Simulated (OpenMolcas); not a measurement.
# SnSiH6O (SMILES [SiH3][O][SnH3]) at 6 levels

Wanted: a comparison of 6 runs (HF/3-21G, BLYP/def2-SVP, M06-L/def2-SVP, SVWN5/def2-SVP, TPSS/def2-SVP, MP2/def2-SVP) of SnSiH6O. 

Program for the calculation: OpenMolcas 26.06.

### Step 1. The system as given

SnSiH6O has 9 atoms, charge 0, and is taken as a singlet. SMILES: `[SiH3][O][SnH3]`. The shape is that of a PBE0-D4/def2-TZVP optimisation.

Bond lengths: Si1–O2 1.627 Å, O2–Sn3 1.963 Å, Si1–H4 1.492 Å, Si1–H5 1.486 Å, Si1–H6 1.492 Å, Sn3–H7 1.699 Å, Sn3–H8 1.705 Å, Sn3–H9 1.705 Å. Some angles: Si1–O2–Sn3 136.6°, O2–Si1–H4 111.4°, O2–Si1–H5 109.0°, O2–Si1–H6 111.4°, O2–Sn3–H7 103.7°, O2–Sn3–H8 106.7°, O2–Sn3–H9 106.7°, H4–Si1–H5 108.8°, H4–Si1–H6 107.4°, H5–Si1–H6 108.8°.

### Step 2. Energy and gradient at HF/3-21G (run 1)

The input, job.input:

```
>>> EXPORT MOLCAS_PRINT=2

&gateway
 baslib
 $CurrDir
 basisset
 Si.3-21G....
 Si1 -0.707500 1.106300 -0.961800 angstrom
 End of Basis
 basisset
 O.3-21G....
 O2 0.549600 0.232700 -0.411000 angstrom
 End of Basis
 basisset
 Sn.3-21G....
 Sn3 0.837100 -1.145700 0.956400 angstrom
 End of Basis
 basisset
 H.3-21G....
 H4 -1.786000 0.228100 -1.502000 angstrom
 H5 -0.233000 2.004100 -2.046400 angstrom
 H6 -1.309600 1.937400 0.121200 angstrom
 H7 2.493700 -1.499800 0.829900 angstrom
 H8 -0.166000 -2.460900 0.544700 angstrom
 H9 0.410100 -0.448400 2.452000 angstrom
 End of Basis

&seward

&scf
 thresholds
 1e-10 1e-07 1e-07 1e-05
 prorbitals
 1 2

&alaska
```

The basis set 3-21G is read from a file made from the Basis Set Exchange's data (not shown).

Started as:

```sh
$ export MOLCAS_MEM=1860
$ pymolcas job.input > job.log
```

Output:

```text
--- Start Module: gateway ---
[...]
--- Stop Module: gateway /rc=_RC_ALL_IS_WELL_ ---
[...]
      Basis functions           65
[...]
--- Start Module: scf ---
[...]
       Convergence after  13 Iterations
[...]
::    Total SCF energy                              -6361.6275271615
[...]
      Total spin, S                                     0.0000000000
[...]
      Total electronic charge=   78.000000
      Total            charge=   -0.000000
[...]
      Dipole Moment (debye):
      Origin of the operator (angstrom)=    0.5224   -0.6058    0.4802
                   X= -1.3673E-01               Y= -1.4476E+00               Z=  1.5645E+00           Total=  2.1358E+00
      Quadrupole Moment (debye*angstrom):
[...]
--- Stop Module: scf /rc=_RC_ALL_IS_WELL_ ---
[...]
--- Start Module: alaska ---
[...]
 *              Molecular gradients               *
 **************************************************
  Irreducible representation: a
 ------------------------------------------------------------------------------------------
                              X                       Y                       Z
 ------------------------------------------------------------------------------------------
  SI1               9.32235317408825E-03   -1.90159306423805E-02    1.73087650051613E-02
  O2               -9.35202584339478E-03    2.73205005462671E-02   -2.60315244763767E-02
  SN3              -5.73331583890457E-03   -1.69126483439221E-02    1.94846374130790E-02
  H4                1.59345311340342E-03   -9.09327667895088E-04   -2.94873496458958E-04
  H5                3.86480517696852E-03   -1.25355952710082E-03    1.87443140471810E-04
  H6                1.80232367343569E-03   -1.60254606723420E-04    4.08755193933352E-04
  H7               -8.68564286765228E-03    4.68276508763799E-03   -2.30930502482751E-03
  H8                5.05453401177469E-03    8.22703043930950E-03    4.68790286902276E-04
[...]
--- Stop Module: alaska /rc=_RC_ALL_IS_WELL_ ---
[...]
```

It took 6.6 s on 1 thread of Arm Neoverse N1, shared host; peak memory 0.4 GiB.

### Step 3. Energy and forces at BLYP/def2-SVP (core potential) (run 2)

The input, coord.xyz:

```xyz
9

Si    -0.707500     1.106300    -0.961800
O      0.549600     0.232700    -0.411000
Sn     0.837100    -1.145700     0.956400
H     -1.786000     0.228100    -1.502000
H     -0.233000     2.004100    -2.046400
H     -1.309600     1.937400     0.121200
H      2.493700    -1.499800     0.829900
H     -0.166000    -2.460900     0.544700
H      0.410100    -0.448400     2.452000
```

The input, job.input:

```
* H6OSiSn Kohn-Sham DFT

&GATEWAY
 BasLib=$CurrDir
 Coord=coord.xyz
 Basis=def2-SVP
 Group=NoSym

&SEWARD
 GridInput
 Grid=UltraFine
 End of Grid

&SCF
 KSDFT=BLYP
 Thresholds=1e-10 1e-07 1e-07 1e-05
 PrOrbitals=1 1

&ALASKA
```

The basis set def2-SVP is read from a file made from the Basis Set Exchange's data (not shown).

Started as:

```sh
$ export MOLCAS_MEM=1860
$ pymolcas job.input > job.log
```

Output:

```text
--- Start Module: gateway ---
[...]
--- Stop Module: gateway /rc=_RC_ALL_IS_WELL_ ---
[...]
      Basis functions           88
[...]
--- Start Module: scf ---
[...]
       Convergence after  17 Iterations
[...]
::    Total KS-DFT energy                            -582.3844529440
[...]
      Total spin, S                                     0.0000000000
[...]
      Total electronic charge=   50.000000
      Total            charge=   -0.000000
[...]
      Dipole Moment (debye):
      Origin of the operator (angstrom)=    0.5224   -0.6058    0.4802
                   X=  3.3293E-01               Y= -1.4250E+00               Z=  1.4029E+00           Total=  2.0272E+00
      Quadrupole Moment (debye*angstrom):
[...]
--- Stop Module: scf /rc=_RC_ALL_IS_WELL_ ---
[...]
--- Start Module: alaska ---
[...]
 *              Molecular gradients               *
 **************************************************
  Irreducible representation: a
 ------------------------------------------------------------------------------------------
                              X                       Y                       Z
 ------------------------------------------------------------------------------------------
  SI1               1.57502061872332E-02   -1.16529063732820E-02    7.66269454773472E-03
  O2               -1.73613191737676E-02   -1.63663870653430E-03    6.82536462546146E-03
  SN3              -3.40429568628409E-03    1.25191678398000E-02   -1.21889354672398E-02
  H4                4.58854497419825E-03    2.60595604581582E-03    2.52349055599144E-03
  H5               -1.13445042402360E-03   -3.47001909648537E-03    3.98948731410709E-03
  H6                2.82051199197753E-03   -3.74541110368076E-03   -3.51436416957895E-03
  H7               -7.22421720943167E-03    1.74616386610205E-03    3.38043966991317E-04
  H8                4.28989617805264E-03    6.38710162807499E-03    1.51512470873327E-03
[...]
--- Stop Module: alaska /rc=_RC_ALL_IS_WELL_ ---
[...]
```

It took 59 s on 1 thread of Arm Neoverse N1, shared host; peak memory 0.48 GiB.

Runs 3 to 5 aren't shown in full; the table further down has their settings and results.

### Step 4. The energy at MP2/def2-SVP (core potential) (run 6)

The input, input.xyz:

```xyz
9

Si    -0.707500     1.106300    -0.961800
O      0.549600     0.232700    -0.411000
Sn     0.837100    -1.145700     0.956400
H     -1.786000     0.228100    -1.502000
H     -0.233000     2.004100    -2.046400
H     -1.309600     1.937400     0.121200
H      2.493700    -1.499800     0.829900
H     -0.166000    -2.460900     0.544700
H      0.410100    -0.448400     2.452000
```

The input, test.inp:

```
>>> EXPORT MOLCAS_PRINT=2

&GATEWAY
  BasLib
  $CurrDir
  Coord
  input.xyz
  Basis
  def2-SVP
  Group
  NoSym

&SEWARD

&SCF
  Thresholds
  1e-10 1e-07 1e-07 1e-05
  PrOrbitals
  0

&MBPT2
  Frozen
  10
```

The basis set def2-SVP is read from a file made from the Basis Set Exchange's data (not shown).

Started as:

```sh
$ export MOLCAS_MEM=1860
$ pymolcas test.inp > test.log
```

Output:

```text
--- Start Module: gateway ---
[...]
--- Stop Module: gateway /rc=_RC_ALL_IS_WELL_ ---
[...]
      Basis functions           88
[...]
--- Start Module: scf ---
[...]
       Convergence after  12 Iterations
[...]
::    Total SCF energy                               -580.5046135084
[...]
      Total spin, S                                     0.0000000000
[...]
      Total electronic charge=   50.000000
      Total            charge=   -0.000000
[...]
      Dipole Moment (debye):
      Origin of the operator (angstrom)=    0.5224   -0.6058    0.4802
                   X=  2.0205E-01               Y= -1.5986E+00               Z=  1.6241E+00           Total=  2.2878E+00
      Quadrupole Moment (debye*angstrom):
[...]
--- Stop Module: scf /rc=_RC_ALL_IS_WELL_ ---
[...]
--- Start Module: mbpt2 ---
[...]
WARNING!
Default frozen orbitals as non valence orbitals is overwritten by user input.
Default values:   3
[...]
       Reference weight ( Cref**2 )         =        0.87654
::    Total MBPT2 energy                             -580.9114832357
[...]
      Total MBPT2 calculations                           0.41      0.47
--- Stop Module: mbpt2 /rc=_RC_ALL_IS_WELL_ ---
[...]
```

Wall time 10 s (1 thread of Arm Neoverse N1, shared host); peak memory 0.48 GiB.

### Step 5. The series

| run | level | integration grid | task | energy (Eh) | dipole moment (D) of the reference | HOMO energy (eV) | LUMO energy (eV) | wall time |
| --- | --- | --- | --- | --- | --- | --- | --- | --- |
| 1 | HF/3-21G | – | gradient | -6361.627527 | 2.14 | -11.41 | 2.87 | 6.6 s |
| 2 | BLYP/def2-SVP (core potential) | UltraFine | gradient | -582.384453 | 2.03 | -6.51 | -1.15 | 59 s |
| 3 | M06-L/def2-SVP (core potential) | UltraFine | gradient | -582.628825 | 2.13 | -6.95 | -0.65 | 71 s |
| 4 | SVWN5/def2-SVP (core potential) | UltraFine | gradient | -580.386343 | 2.05 | -6.70 | -1.53 | 42 s |
| 5 | TPSS/def2-SVP (core potential) | UltraFine | gradient | -582.435894 | 2.03 | -6.86 | -1.12 | 81 s |
| 6 | MP2/def2-SVP (core potential) | – | energy | -580.911483 | 2.29 | -11.75 | 2.54 | 10 s |

### Step 6. What came out

```
                                           quantity          value
                                run 6: total energy  -580.91148 Eh
          run 6: dipole moment (mean-field density)         2.29 D
         run 6: HOMO energy (Hartree–Fock orbitals)      -11.75 eV
         run 6: LUMO energy (Hartree–Fock orbitals)        2.54 eV
       run 6: HOMO–LUMO gap (Hartree–Fock orbitals)       14.29 eV
run 6: correlation energy (10 core orbitals frozen)     -406.9 mEh
```

In words: Over runs 1, 2, 3, 4, 5 the dipole moment (its size) runs from 2.03 D (BLYP/def2-SVP) to 2.14 D (HF/3-21G). The two ends differ in method and basis and core potential. Over runs 1, 2, 3, 4, 5 the HOMO–LUMO gap runs from 5.16 eV (SVWN5/def2-SVP) to 14.28 eV (HF/3-21G). Totals of different functionals can't be ranked against each other. Some runs of one species differ in core potentials or relativity; totals across that change don't compare. In run 1 relativity is left out where basis or elements ask for it. All runs together took 4.5 min, the longest 81 s.
